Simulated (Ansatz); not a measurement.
**Nb3Te8Mo: from a guess to a relaxed structure**

The task: take a trial cell of Nb3Te8Mo to zero force and stress, then test the end with a random kick.

Program: Ansatz 0.2.0. Level of theory: DFT PBE, scalar-relativistic, plane waves, PAW. These are calculated values, not measurements.

## (1) Starting point

It takes space group P-6m2 (No. 187, hexagonal). Conventional cell: a = 3.681 Å, b = 3.681 Å, c = 29.239 Å, α = 90.00°, β = 90.00°, γ = 120.00°. Nb (site symmetry 3m) is surrounded by 6 Te at 2.84 Å. Around Nb (site symmetry -6m2) lie 6 Te at 2.84 Å. Around Te (site symmetry 3m) lie 3 Nb at 2.84 Å. Te (site symmetry 3m) has 3 Mo at 2.84 Å in its first shell of neighbours. Mo (site symmetry -6m2) has 6 Te at 2.84 Å in its first shell of neighbours.

As a file:

```xyz
12
Lattice="3.6808 0.0000 0.0000 -1.8404 3.1877 0.0000 0.0000 0.0000 29.2389" Properties=species:S:1:pos:R:3 pbc="T T T"
Nb    0.0000    2.1251   21.9292
Nb    0.0000    2.1251    7.3097
Nb    1.8404    1.0626    0.0000
Te    0.0000    2.1251   27.3530
Te    0.0000    2.1251   12.7335
Te    1.8404    1.0626   20.0433
Te    1.8404    1.0626    5.4238
Te    0.0000    2.1251    1.8859
Te    0.0000    2.1251   16.5054
Te    1.8404    1.0626   23.8151
Te    1.8404    1.0626    9.1956
Mo    1.8404    1.0626   14.6195
```

The start is an ordering of an alloy on its end members' structure types: elements ordered on the sites of the Te2Mo type, Nb/Mo on Mo (P-6m2, No. 187).

## (2) A first look at the guess

input.yaml

```yaml
crystal:
  lattice:
    - [3.68080999, 0.0, 0.0]
    - [-1.840405, 3.18767496, 0.0]
    - [0.0, 0.0, 29.23891081]
  atoms:
    - { symbol: Nb, position: [0.33333333, 0.66666667, 0.75] }
    - { symbol: Nb, position: [0.33333333, 0.66666667, 0.25] }
    - { symbol: Nb, position: [0.66666667, 0.33333333, 0.0] }
    - { symbol: Te, position: [0.33333333, 0.66666667, 0.9355] }
    - { symbol: Te, position: [0.33333333, 0.66666667, 0.4355] }
    - { symbol: Te, position: [0.66666667, 0.33333333, 0.6855] }
    - { symbol: Te, position: [0.66666667, 0.33333333, 0.1855] }
    - { symbol: Te, position: [0.33333333, 0.66666667, 0.0645] }
    - { symbol: Te, position: [0.33333333, 0.66666667, 0.5645] }
    - { symbol: Te, position: [0.66666667, 0.33333333, 0.8145] }
    - { symbol: Te, position: [0.66666667, 0.33333333, 0.3145] }
    - { symbol: Mo, position: [0.66666667, 0.33333333, 0.5] }
basis:
  ecutwfc: 420
kpoints:
  mp_grid: { grid: [6, 6, 1] }
hamiltonian:
  xc: pbe
scf:
  occupations: { method: gaussian, width: 0.1 }
  lower_state_search: "off"
output:
  forces: true
  stress: true
  eigenvalues: true
```

The run is started by

```sh
$ ansatz run input.yaml --threads 4 --pin off --max-ram 8192MiB --backend cpu --events-out ev --progress --plain --runs-dir out
```

The session goes on with these runs: coarse relaxation; spin check on a coarse mesh; relaxation on the finer mesh; kick test: the unmoved cell on a coarse mesh; kicked and relaxed without symmetry.

What does the calculation give? Wanted: conventional cell; volume; energy over the elements; gap on the mesh.

The runs gave:

```
                              quantity                                                                        value
symmetry at the end (tolerance 0.05 Å)                                                  space group P-6m2 (No. 187)
                     conventional cell  a = 3.656 Å, b = 3.656 Å, c = 29.275 Å, α = 90.00°, β = 90.00°, γ = 120.00°
                                volume                                                                28.23 Å³/atom
              energy over the elements                                                                -0.39 eV/atom
                       gap on the mesh                                                                 none (metal)
```

**Reading.** The space group P-6m2 (No. 187) is kept, and the volume per atom shrinks by 1.2 % from the first guess. It lies below the elements, which doesn't yet make it stable: competing phases were not computed in this session. It survived the kick, though modes of other wave vectors, which need another repeat, weren't probed. The runs treat Te without spin-orbit coupling. Where a structure here is layered, its layers are held mostly by dispersion, which this level lacks, so their spacing and the stiffness across them are unreliable there. Other magnetic orders were not searched.
